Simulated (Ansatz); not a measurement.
**C2H6BInO: up Jacob's ladder to CCSD(T)**

The task here is to estimate one member of a computed series from the others.

Method: functionals in def2-TZVPP, the program's frozen cores in correlated methods; program: Ansatz 0.2.0, Gaussian basis.

Plan: LDA (SPW92), PBE-D4, revPBE-D4, BLYP-D4, r2SCAN-D4, B97M-V, PBE0-D4, B3LYP-D4, r2SCANh-D4, r2SCAN0-D4, HSE06-D4, BHLYP-D4, CAM-B3LYP-D4, LC-ωPBE, ωB97X-V, ωB97M-V, B2PLYP, PBE-QIDH; CCSD(T)/def2-SVP; CCSD(T)/def2-TZVPP; MP2/def2-QZVPP; extrapolation to the limit; RPA on PBE.

### Structure used throughout

An earlier PBE0-D4 in a triple-zeta def2 set relaxation fixed the geometry. In takes the def2 core potential; no spin-orbit term is included.

SMILES `BC(=C)[O][InH2]`, 11 atoms, charge 0, spin multiplicity 1.

Atoms are counted from 1 here; the program's logs count them from 0.

Bond lengths: B1–C2 1.547 Å, B1–H6 1.196 Å, B1–H7 1.196 Å, C2–C3 1.350 Å, C2–O4 1.346 Å, C3–H8 1.081 Å, C3–H9 1.089 Å, O4–In5 2.010 Å, In5–H10 1.701 Å, In5–H11 1.705 Å. Angles: C2–B1–H6 118.9°, C2–B1–H7 120.9°, H6–B1–H7 120.2°, B1–C2–C3 118.0°, B1–C2–O4 118.6°, C3–C2–O4 123.3°, C2–C3–H8 120.0°, C2–C3–H9 122.6°, H8–C3–H9 117.4°, C2–O4–In5 125.5°, O4–In5–H10 109.1°, O4–In5–H11 112.7°, H10–In5–H11 138.2°.

The first run:

Input file in.yaml:

```yaml
crystal:
  periodic: [false, false, false]
  atoms:
    - {symbol: B, position_ang: [-1.571965, -0.649944, 1.140504]}
    - {symbol: C, position_ang: [-0.316939, -0.407111, 0.269835]}
    - {symbol: C, position_ang: [0.881503, -0.779170, 0.768408]}
    - {symbol: O, position_ang: [-0.478895, 0.085370, -0.972319]}
    - {symbol: In, position_ang: [0.720637, 1.431493, -1.860399]}
    - {symbol: H, position_ang: [-1.430394, -1.038575, 2.262780]}
    - {symbol: H, position_ang: [-2.668676, -0.464026, 0.702269]}
    - {symbol: H, position_ang: [0.951731, -1.165199, 1.775920]}
    - {symbol: H, position_ang: [1.801164, -0.723007, 0.188262]}
    - {symbol: H, position_ang: [0.315641, 1.534547, -3.508823]}
    - {symbol: H, position_ang: [1.796193, 2.175622, -0.766437]}
basis:
  gaussian: {orbitals: def2-TZVPP}
hamiltonian: {xc: lda}
output: {orbitals: {seedname: orbitals}}
```

Run with:

```
$ ansatz run in.yaml --threads 4 --pin off --events-out ev --progress --plain --max-ram 10444MiB
```

Among the steps run: LDA; PBE-D4 (GGA); revPBE-D4 (GGA); BLYP-D4 (GGA); r2SCAN-D4 (meta-GGA); B97M-V (meta-GGA); PBE0-D4 (hybrid); B3LYP-D4 (hybrid); r2SCANh-D4 (hybrid); r2SCAN0-D4 (hybrid); HSE06-D4 (hybrid); BHLYP-D4 (hybrid); CAM-B3LYP-D4 (range-separated); LC-ωPBE (range-separated); ωB97X-V (range-separated); ωB97M-V (range-separated); B2PLYP (double hybrid); PBE-QIDH (double hybrid).

One of the session's tables, all rows but one given; the rest of the session is left out.

It belongs to the step «Frontier levels by functional». 

```
  functional  HOMO (eV)  LUMO (eV)  gap (eV)
 LDA (SPW92)      -5.96      -3.01      2.95
      PBE-D4      -5.72      -2.72      3.00
   revPBE-D4      -5.62      -2.60      3.02
     BLYP-D4      -5.57      -2.58      2.99
   r2SCAN-D4      -5.84      -2.44      3.41
      B97M-V      -5.90      -2.58      3.32
     PBE0-D4      -6.72      -1.84      4.88
    B3LYP-D4      -6.53      -2.12      4.41
  r2SCANh-D4      -6.24      -2.09      4.14
  r2SCAN0-D4      -6.83      -1.66      5.17
    HSE06-D4      -6.32      -2.19      4.13
    BHLYP-D4      -7.62      -1.20      6.42
CAM-B3LYP-D4      -7.98      -1.04      6.94
     LC-ωPBE      -9.25       0.08      9.33
     ωB97X-V          ?          ?         ?
     ωB97M-V      -8.88      -0.36      8.52
```

**Question.** Estimate the row for ωB97X-V.

The run gave: HOMO (eV): -8.92; LUMO (eV): -0.06; gap (eV): 8.86. In the column «HOMO (eV)» it lies between LC-ωPBE (-9.25) and ωB97M-V (-8.88).
